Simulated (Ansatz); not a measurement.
**Si2H4OF2 (SMILES O[SiH](F)[SiH2]F) at r2SCAN/def2-SVP**

What is the energy change on altering one bond length of Si2H4OF2 at r2SCAN/def2-SVP? 

Program for the calculation: Ansatz 0.2.0.

69 further runs of the same task are left out: 69 set aside as unsound or not needed.

## Step 1: The system as given

Si2H4OF2 has 9 atoms, charge 0, and is taken as a singlet. As SMILES, `O[SiH](F)[SiH2]F`. The shape is that of a PBE0-D4/def2-TZVP optimisation. This is one conformer, not always the lowest.

Bond lengths: O1–Si2 1.634 Å, Si2–F3 1.601 Å, Si2–Si4 2.358 Å, Si4–F5 1.612 Å, O1–H6 0.959 Å, Si2–H7 1.480 Å, Si4–H8 1.485 Å, Si4–H9 1.487 Å. Some angles: O1–Si2–F3 110.8°, O1–Si2–Si4 109.5°, F3–Si2–Si4 107.8°, Si2–Si4–F5 106.0°, O1–Si2–H7 106.2°, F3–Si2–H7 107.1°, Si4–Si2–H7 115.4°, Si2–O1–H6 118.4°, Si2–Si4–H8 114.0°, Si2–Si4–H9 111.6°.

## Step 2: The energy at r2SCAN/def2-SVP

The input, molecule.yaml:

```yaml
crystal:
  periodic: [false, false, false]
  atoms:
    - symbol: O
      position_ang: [0.844300, 1.766700, -0.485000]
    - symbol: Si
      position_ang: [0.969400, 0.137800, -0.453100]
    - symbol: F
      position_ang: [0.986700, -0.459700, -1.938500]
    - symbol: Si
      position_ang: [-0.894000, -0.772400, 0.668300]
    - symbol: F
      position_ang: [-2.133900, 0.202600, 0.333800]
    - symbol: H
      position_ang: [-0.014200, 2.154900, -0.665100]
    - symbol: H
      position_ang: [2.284600, -0.163900, 0.153800]
    - symbol: H
      position_ang: [-1.253000, -2.143900, 0.226600]
    - symbol: H
      position_ang: [-0.701500, -0.768300, 2.142300]
basis:
  gaussian: {orbitals: def2-SVP}
hamiltonian: {xc: r2scan}
accuracy: high
output: {orbitals: {seedname: orbitals}}
```

Started as:

```console
$ ansatz run molecule.yaml --threads 1 --pin off --max-ram 3480MiB --events-out events.jsonl --progress --plain --runs-dir runs
```

Log:

```text
Warning: RAYON_NUM_THREADS=1 ignored (pool sized by the plan → 1); use --threads N
Functional definition: r2SCAN
  name "r2SCAN"
  parameter k0 = 0.174
  parameter k1 = 0.065
  parameter a1 = 4.9479
  exchange = r2scan_x(k0 = k0, k1 = k1, a1 = a1)
  correlation = r2scan_c
2049 factors; integrals over basis functions are off by at most 5.5e-9 eV
mean field evaluation 1: about -23283.2870 eV, gradient 6.2e1 eV
mean field evaluation 2: about -23260.7256 eV, gradient 1.2e2 eV
mean field evaluation 4: about -23289.3309 eV, gradient 8.7e0 eV
mean field evaluation 8: about -23289.4426 eV, gradient 2.4e-1 eV
mean field evaluation 16: about -23289.4427 eV, gradient 2.9e-5 eV
mean field -23289.44271931 eV, -855.8712337834 hartree, gradient 3.5e-8 eV, S^2 0.000000; 0 other end points of the search recorded, 0 dependent functions left out
reference -23289.44272011 eV, -855.8712338128 hartree; 29, 29 occupied and 69, 69 virtual orbitals, 2049 factors
Total energy: -23289.44272011 eV, -855.8712338128 hartree
```

Run time: 16 s. Hardware: 1 thread of Arm Neoverse V1, shared host; peak memory 0.32 GiB.

## Step 3: The distorted shape, same level

The input, in.yaml:

```yaml
crystal:
  periodic: [false, false, false]
  atoms:
    - {symbol: O, position_ang: [0.647016, 1.811956, -0.576037]}
    - {symbol: Si, position_ang: [0.772116, 0.183056, -0.544137]}
    - {symbol: F, position_ang: [0.789416, -0.414444, -2.029537]}
    - {symbol: Si, position_ang: [-1.091284, -0.727144, 0.577263]}
    - {symbol: F, position_ang: [-2.331184, 0.247856, 0.242763]}
    - {symbol: H, position_ang: [-0.211484, 2.200156, -0.756137]}
    - {symbol: H, position_ang: [2.284600, -0.163900, 0.153800]}
    - {symbol: H, position_ang: [-1.450284, -2.098644, 0.135563]}
    - {symbol: H, position_ang: [-0.898784, -0.723044, 2.051263]}
basis:
  gaussian:
    orbitals: def2-SVP
output:
  orbitals: {seedname: orbitals}
accuracy: high
hamiltonian:
  xc: {name: r2SCAN}
```

Started as:

```console
$ ansatz run in.yaml --threads 1 --pin off --max-ram 3480MiB --events-out events.jsonl --progress --plain --runs-dir runs
```

Log:

```text
Warning: RAYON_NUM_THREADS=1 ignored (pool sized by the plan → 1); use --threads N
Functional definition: r2SCAN
  name "r2SCAN"
  parameter k0 = 0.174
  parameter k1 = 0.065
  parameter a1 = 4.9479
  exchange = r2scan_x(k0 = k0, k1 = k1, a1 = a1)
  correlation = r2scan_c
2042 factors; integrals over basis functions are off by at most 7.4e-9 eV
mean field evaluation 1: about -23282.9192 eV, gradient 6.2e1 eV
mean field evaluation 2: about -23259.4152 eV, gradient 1.3e2 eV
mean field evaluation 4: about -23289.0051 eV, gradient 9.0e0 eV
mean field evaluation 8: about -23289.1266 eV, gradient 2.4e-1 eV
mean field evaluation 16: about -23289.1267 eV, gradient 4.8e-5 eV
mean field -23289.12669776 eV, -855.8596202058 hartree, gradient 8.2e-8 eV, S^2 0.000000; 0 other end points of the search recorded, 0 dependent functions left out
reference -23289.12669857 eV, -855.8596202355 hartree; 29, 29 occupied and 69, 69 virtual orbitals, 2042 factors
Total energy: -23289.12669857 eV, -855.8596202355 hartree
```

Run time: 16 s. Hardware: 1 thread of Arm Neoverse V1, shared host; peak memory 0.31 GiB.

## Step 4: Outcome

Level: r2SCAN/def2-SVP.

```
                                                          quantity          value
                                         first shape: total energy  -855.87123 Eh
                                          first shape: HOMO energy       -7.15 eV
                                          first shape: LUMO energy       -1.32 eV
                                        first shape: HOMO–LUMO gap        5.83 eV
                                     distorted shape: total energy  -855.85962 Eh
                                      distorted shape: HOMO energy       -7.15 eV
                                      distorted shape: LUMO energy       -1.41 eV
                                    distorted shape: HOMO–LUMO gap        5.74 eV
energy change with the Si2–H7 bond stretched from 1.480 to 1.702 Å       0.316 eV
```

**Reading.** With the Si2–H7 bond stretched from 1.480 to 1.702 Å the energy rises by 0.32 eV (7.3 kcal/mol). The first shape isn't relaxed at this level, so the change isn't measured from a minimum.
